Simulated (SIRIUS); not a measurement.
# YGa3F (Pm-3m) in SIRIUS: settings compared

Aim: see how the results for YGa3F move with the level of theory and the settings. Levels: LDA, PBE. Tasks: single point.

Program: SIRIUS 7.10.0. These are calculated values, not measurements. Logs are shortened: lines on timing, memory, paths and dates and some standing lists are left out, and cuts for length are marked. The log counts tension as positive stress, the text compression.

**1. The structure**

It takes space group Pm-3m (No. 221, cubic). Conventional cell: a = 4.599 Å, b = 4.599 Å, c = 4.599 Å, α = 90.00°, β = 90.00°, γ = 90.00°. Around Y (site symmetry m-3m) lie 12 Ga at 3.25 Å. Ga (site symmetry 4/mmm) has 2 F at 2.30 Å as nearest neighbours. F (site symmetry m-3m) has 6 Ga at 2.30 Å as nearest neighbours.

The cell was built by a generator and needn't be a form met in nature.

**2. Single point, LDA**

Input file sirius.json:

```json
{
  "control": {
    "processing_unit": "cpu",
    "verbosity": 2,
    "num_bands_to_print": 40,
    "print_forces": true,
    "print_stress": true
  },
  "parameters": {
    "electronic_structure_method": "pseudopotential",
    "xc_functionals": ["XC_LDA_X", "XC_LDA_C_PW"],
    "gk_cutoff": 9.2,
    "pw_cutoff": 18.4,
    "ngridk": [3, 3, 3],
    "shiftk": [0, 0, 0],
    "smearing": "fermi_dirac",
    "smearing_width": 0.0018374661,
    "num_bands": 40,
    "num_mag_dims": 0,
    "num_dft_iter": 100,
    "energy_tol": 1e-08,
    "density_tol": 1e-06
  },
  "iterative_solver": {
    "type": "davidson",
    "min_tolerance": 1e-09,
    "tolerance_scale": [0.1, 0.25]
  },
  "mixer": {
    "type": "anderson",
    "beta": 0.7,
    "max_history": 8
  },
  "settings": {
    "tol_ne": 1e-10,
    "pseudo_grid_cutoff": 6.5
  },
  "unit_cell": {
    "lattice_vectors": [
      [8.691133906073, 0.0, 0.0],
      [0.0, 8.691133906073, 0.0],
      [0.0, 0.0, 8.691133906073]
    ],
    "atom_coordinate_units": "lattice",
    "atom_types": ["Y", "Ga", "F"],
    "atom_files": {
      "Y": "Y.json",
      "Ga": "Ga.json",
      "F": "F.json"
    },
    "atoms": {
      "Y": [
        [0.0, 0.0, 0.0]
      ],
      "Ga": [
        [0.5, 0.0, 0.5],
        [0.0, 0.5, 0.5],
        [0.5, 0.5, 0.0]
      ],
      "F": [
        [0.5, 0.5, 0.5]
      ]
    }
  }
}
```

Potentials or basis: PseudoDojo 0.4.1 PBE standard (scalar relativistic).

Launch:

```
$ upf_to_json Y.upf
$ upf_to_json Ga.upf
$ upf_to_json F.upf
$ OMP_NUM_THREADS=1 sirius.scf --input=sirius.json --output=out.json --task=0
```

The program printed:

```text
[info] SIRIUS version : 7.10.0
[info] number of MPI ranks           : 1
[info] MPI grid                      : 1 1
[info] maximum number of OMP threads : 1
[fft] FFT context for density and potential
[fft] =====================================
[fft]   comm size                             : 1
[fft]   plane wave cutoff                     : 18.4
[fft]   grid size                             : 54 54 54   total : 157464
[fft]   grid limits                           : -26 27   -26 27   -26 27
[fft]   number of G-vectors within the cutoff : 34446
[fft]   local number of G-vectors             : 34446
[fft]   number of G-shells                    : 1760
[fft] FFT context for coarse grid
[fft] =====================================
[fft]   comm size                             : 1
[fft]   plane wave cutoff                     : 18.4
[fft]   grid size                             : 54 54 54   total : 157464
[fft]   grid limits                           : -26 27   -26 27   -26 27
[fft]   number of G-vectors within the cutoff : 34446
[fft]   local number of G-vectors             : 34446
[fft]   number of G-shells                    : 1760
[unit cell] lattice vectors
[unit cell]   a1 :       8.6911339061      0.0000000000      0.0000000000
[unit cell]   a2 :       0.0000000000      8.6911339061      0.0000000000
[unit cell]   a3 :       0.0000000000      0.0000000000      8.6911339061
[unit cell] reciprocal lattice vectors
[unit cell]   b1 :       0.7229419515      0.0000000000      0.0000000000
[unit cell]   b2 :       0.0000000000      0.7229419515      0.0000000000
[unit cell]   b3 :       0.0000000000      0.0000000000      0.7229419515
[unit cell] unit cell volume :       656.49182701 [a.u.^3]
[unit cell] 1/sqrt(omega)    :         0.03902881
[unit cell] MT volume        :         0.00000000 ( 0.00%)
[unit cell] IT volume        :       656.49182701 (100.00%)
[unit cell] number of atom types : 3
[unit cell] type id : 0 symbol :  Y mt_radius :  17.650000 num_atoms : 1
[unit cell] type id : 1 symbol : Ga mt_radius :  19.010000 num_atoms : 3
[unit cell] type id : 2 symbol :  F mt_radius :   8.310000 num_atoms : 1
[unit cell] total number of atoms : 5
[unit cell] number of symmetry classes : 3
[unit cell] number of PAW atoms : 0
[unit cell] atom id  type id  class id             position                      vector_field
[unit cell] ------------------------------------------------------------------------------------------
[unit cell]      0        0        0      0.00000   0.00000   0.00000      0.00000   0.00000   0.00000
[unit cell]      1        1        1      0.50000   0.00000   0.50000      0.00000   0.00000   0.00000
[unit cell]      2        1        1      0.00000   0.50000   0.50000      0.00000   0.00000   0.00000
[unit cell]      3        1        1      0.50000   0.50000   0.00000      0.00000   0.00000   0.00000
[unit cell]      4        2        2      0.50000   0.50000   0.50000      0.00000   0.00000   0.00000
[unit cell] atom id         position (Cartesian, a.u.)
[unit cell] ---------------------------------------------
[unit cell]      0       0.000000    0.000000    0.000000
[unit cell]      1       4.345567    0.000000    4.345567
[unit cell]      2       0.000000    4.345567    4.345567
[unit cell]      3       4.345567    4.345567    0.000000
[unit cell]      4       4.345567    4.345567    4.345567
[unit cell] class id : 0 atom id : 0
[unit cell] class id : 1 atom id : 1 2 3
[unit cell] class id : 2 atom id : 4
[unit cell] minimum bond length:     4.345567
[unit cell] total number of pseudo wave-functions: 41
[sym] space group number   : 221
[sym] international symbol : Pm-3m
[sym] Hall symbol          : -P 4 2 3
[sym] space group transformation matrix :
[sym]   1.0000  0.0000  0.0000
[... 333 lines left out ...]
[diagonalize] ik:    2   -1.199422   -0.553958   -0.467932   -0.467906   -0.467053   -0.177811   -0.177356   -0.177277   -0.176222   -0.175299   -0.174610   -0.174523   -0.174113   -0.173559   -0.173483   -0.173371   -0.173242   -0.173048   -0.172529   -0.171683    0.054108    0.064988    0.097305    0.143451    0.224524    0.238432    0.288569    0.352856    0.361136    0.361403    0.426851    0.450217    0.466671    0.517749    0.518947    0.554840    0.560312    0.579322    0.582200    0.623403
[diagonalize] ik:    3   -1.199402   -0.553286   -0.467856   -0.467781   -0.467781   -0.178706   -0.178323   -0.178323   -0.175817   -0.175817   -0.175661   -0.174629   -0.174493   -0.174119   -0.174119   -0.173395   -0.173395   -0.172184   -0.172184   -0.171064    0.060068    0.068896    0.068896    0.192049    0.243085    0.243085    0.277099    0.302865    0.302865    0.430094    0.460210    0.460210    0.470220    0.481174    0.481174    0.555247    0.567617    0.591517    0.591517    0.646059
[find] Charges and magnetic moments
[find] --------------------------------------------------------------------------------
[find] total charge          : 57.000000
[find] Energy
[find] --------------------------------------------------------------------------------
[find] valence_eval_sum               :      -8.27975743
[find] <rho|V^{XC}>                   :     -53.12958471
[find] <rho|E^{XC}>                   :     -74.87947568
[find] <mag|B^{XC}>                   :       0.00000000
[find] <rho|V^{H}>                    :     160.66645270
[find] one-electron contribution      :    -115.81662543 (Ha),    -231.63325085 (Ry)
[find] hartree contribution           :      80.33322635
[find] xc contribution                :     -74.87947568
[find] ewald contribution             :    -183.35972688
[find] PAW contribution               :       0.00000000
[find] smearing (-TS)                 :      -0.00287957
[find] SCF correction                 :       0.00000560
[find] Total energy                   :    -293.72259603 (Ha),    -587.44519206 (Ry)
[find] Free energy (E-TS)             :    -293.72547560 (Ha),    -587.45095119 (Ry)
[find] band gap (eV)                  :       0.00000000
[find] Efermi                         :       0.35873594
[find] iteration : 13, RMS : 3.291436294648e-08, energy difference : 6.572292932105e-09
[find] Hartree energy of density residual : 2.814711169788e-13
[find] bands are converged : true
[find] iterative solver converged : true
[find] converged after 14 SCF iterations!
[find] Charges and magnetic moments
[find] --------------------------------------------------------------------------------
[find] total charge          : 57.000000
[find] Energy
[find] --------------------------------------------------------------------------------
[find] valence_eval_sum               :      -8.27975743
[find] <rho|V^{XC}>                   :     -53.12958471
[find] <rho|E^{XC}>                   :     -74.87947568
[find] <mag|B^{XC}>                   :       0.00000000
[find] <rho|V^{H}>                    :     160.66645270
[find] one-electron contribution      :    -115.81662543 (Ha),    -231.63325085 (Ry)
[find] hartree contribution           :      80.33322635
[find] xc contribution                :     -74.87947568
[find] ewald contribution             :    -183.35972688
[find] PAW contribution               :       0.00000000
[find] smearing (-TS)                 :      -0.00287957
[find] SCF correction                 :       0.00000560
[find] Total energy                   :    -293.72259603 (Ha),    -587.44519206 (Ry)
[find] Free energy (E-TS)             :    -293.72547560 (Ha),    -587.45095119 (Ry)
[find] band gap (eV)                  :       0.00000000
[find] Efermi                         :       0.35873594
[ground_state] === stress tensor components [kbar] ===
[ground_state] === stress_kin ===
[ground_state] -63873.914882    0.000000    0.000000
[ground_state]     0.000000-63873.914882   -0.000000
[ground_state]     0.000000   -0.000000-63873.914882
[ground_state] === stress_har ===
[ground_state] -12000.580008    0.000000    0.000000
[ground_state]     0.000000-12000.580008   -0.000000
[ground_state]     0.000000   -0.000000-12000.580008
[ground_state] === stress_ewald ===
[ground_state] 27391.195059    0.000000   -0.000000
[ground_state]     0.00000027391.195059    0.000000
[ground_state]    -0.000000    0.00000027391.195059
[ground_state] === stress_vloc ===
[ground_state]  2187.835057    0.000000    0.000000
[ground_state]     0.000000 2187.835057   -0.000000
[ground_state]     0.000000   -0.000000 2187.835057
[ground_state] === stress_xc ===
[ground_state] -9747.323193    0.000000    0.000000
[ground_state]     0.000000-9747.323193    0.000000
[ground_state]     0.000000    0.000000-9747.323193
[ground_state] === stress_core ===
[ground_state] 17575.342799    0.000000    0.000000
[ground_state]     0.00000017575.342799    0.000000
[ground_state]     0.000000    0.00000017575.342799
[ground_state] === stress_nonloc ===
[ground_state] 38518.270263    0.000000   -0.000000
[ground_state]     0.00000038518.270263    0.000000
[ground_state]    -0.000000    0.00000038518.270263
[ground_state] === stress_us_nl ===
[ground_state] 38518.270263    0.000000   -0.000000
[ground_state]     0.00000038518.270263    0.000000
[ground_state]    -0.000000    0.00000038518.270263
[ground_state] === stress_total ===
[ground_state]    50.825094    0.000000   -0.000000
[ground_state]     0.000000   50.825094   -0.000000
[ground_state]    -0.000000   -0.000000   50.825094
[ground_state] ==== total Forces in Ha/bohr =====
[ground_state] atom:    0, force:       0.0000000      0.0000000      0.0000000
[ground_state] atom:    1, force:       0.0000000      0.0000000      0.0000000
[ground_state] atom:    2, force:       0.0000000      0.0000000      0.0000000
[ground_state] atom:    3, force:       0.0000000      0.0000000      0.0000000
[ground_state] atom:    4, force:       0.0000000      0.0000000      0.0000000
[ground_state] ==== ultrasoft contribution from Qij =====
[ground_state] atom:    0, force:       0.0000000      0.0000000      0.0000000
[ground_state] atom:    1, force:       0.0000000      0.0000000      0.0000000
[ground_state] atom:    2, force:       0.0000000      0.0000000      0.0000000
[ground_state] atom:    3, force:       0.0000000      0.0000000      0.0000000
[ground_state] atom:    4, force:       0.0000000      0.0000000      0.0000000
[ground_state] ==== non-local contribution from Beta-projector =====
[ground_state] atom:    0, force:       0.0000000      0.0000000      0.0000000
[ground_state] atom:    1, force:       0.0000000      0.0000000      0.0000000
[ground_state] atom:    2, force:       0.0000000      0.0000000      0.0000000
[ground_state] atom:    3, force:       0.0000000      0.0000000      0.0000000
[ground_state] atom:    4, force:       0.0000000      0.0000000      0.0000000
[ground_state] ==== contribution from local potential =====
[ground_state] atom:    0, force:       0.0000000      0.0000000      0.0000000
[ground_state] atom:    1, force:       0.0000000      0.0000000      0.0000000
[ground_state] atom:    2, force:       0.0000000      0.0000000      0.0000000
[ground_state] atom:    3, force:       0.0000000      0.0000000      0.0000000
[ground_state] atom:    4, force:       0.0000000      0.0000000      0.0000000
[ground_state] ==== contribution from core density =====
[ground_state] atom:    0, force:       0.0000000      0.0000000      0.0000000
[ground_state] atom:    1, force:       0.0000000      0.0000000      0.0000000
[ground_state] atom:    2, force:       0.0000000      0.0000000      0.0000000
[ground_state] atom:    3, force:       0.0000000      0.0000000      0.0000000
[ground_state] atom:    4, force:       0.0000000      0.0000000      0.0000000
[ground_state] ==== Ewald forces from ions =====
[ground_state] atom:    0, force:       0.0000000      0.0000000      0.0000000
[ground_state] atom:    1, force:       0.0000000      0.0000000      0.0000000
[ground_state] atom:    2, force:       0.0000000      0.0000000      0.0000000
[ground_state] atom:    3, force:       0.0000000      0.0000000      0.0000000
[ground_state] atom:    4, force:       0.0000000      0.0000000      0.0000000
[~DFT_ground_state] local op. applied: 4877
[~DFT_ground_state] evp. work count: 498.959
[~DFT_ground_state] number of iterative solver steps: 164
```

It took 49 s on 1 thread of Arm Neoverse V2, shared host; peak memory 0.33 GiB.

What came out:

```yaml
Free_energy: -7992.6774 eV
Pressure: -5.1 GPa
Band_gap_on_the_k_mesh: none (metal or under the smearing width)
```

Levels at points of the mesh, in eV from the Fermi level:
| k point | band 26 | band 27 | band 28 | band 29 | band 30 | band 31 |
| --- | --- | --- | --- | --- | --- | --- |
| (0.00, 0.00, 0.00) | -3.87 | 0.37 | 0.37 | 0.37 | 2.14 | 2.14 |

Caveat: the k mesh is coarse (spacing up to 0.46 Å⁻¹), so the values aren't converged; the potentials were made for another functional, which shifts forces and pressure; an odd number of electrons without spin polarisation forces a metal; a magnetic or distorted state may lie lower.

**3. Single point, PBE**

sirius.json, as its differences from that of step 2:

```diff
@@ -10,3 +10,3 @@
     "electronic_structure_method": "pseudopotential",
-    "xc_functionals": ["XC_LDA_X", "XC_LDA_C_PW"],
+    "xc_functionals": ["XC_GGA_X_PBE", "XC_GGA_C_PBE"],
     "gk_cutoff": 9.2,
```

Potentials or basis: PseudoDojo 0.4.1 PBE standard (scalar relativistic).

Launch:

```
$ upf_to_json Y.upf
$ upf_to_json Ga.upf
$ upf_to_json F.upf
$ OMP_NUM_THREADS=1 sirius.scf --input=sirius.json --output=out.json --task=0
```

Wall time 48 s (1 thread of Arm Neoverse V2, shared host); peak memory 0.33 GiB.

Results (log left out):

| Property | Result |
| --- | --- |
| Free energy | -8024.6024 eV |
| Pressure | 0.3 GPa |
| Band gap on the k mesh | none (metal or under the smearing width) |

Levels at points of the mesh, in eV from the Fermi level:
| k point | band 24 | band 25 | band 26 | band 27 | band 28 | band 29 | band 30 | band 31 | band 32 | band 33 |
| --- | --- | --- | --- | --- | --- | --- | --- | --- | --- | --- |
| (0.00, 0.00, 0.00) | -7.25 | -3.73 | -3.73 | 0.31 | 0.31 | 0.31 | 2.14 | 2.14 | 2.14 | 2.81 |

Caveat: the k mesh is coarse (spacing up to 0.46 Å⁻¹), so the values aren't converged; an odd number of electrons without spin polarisation forces a metal; a magnetic or distorted state may lie lower.
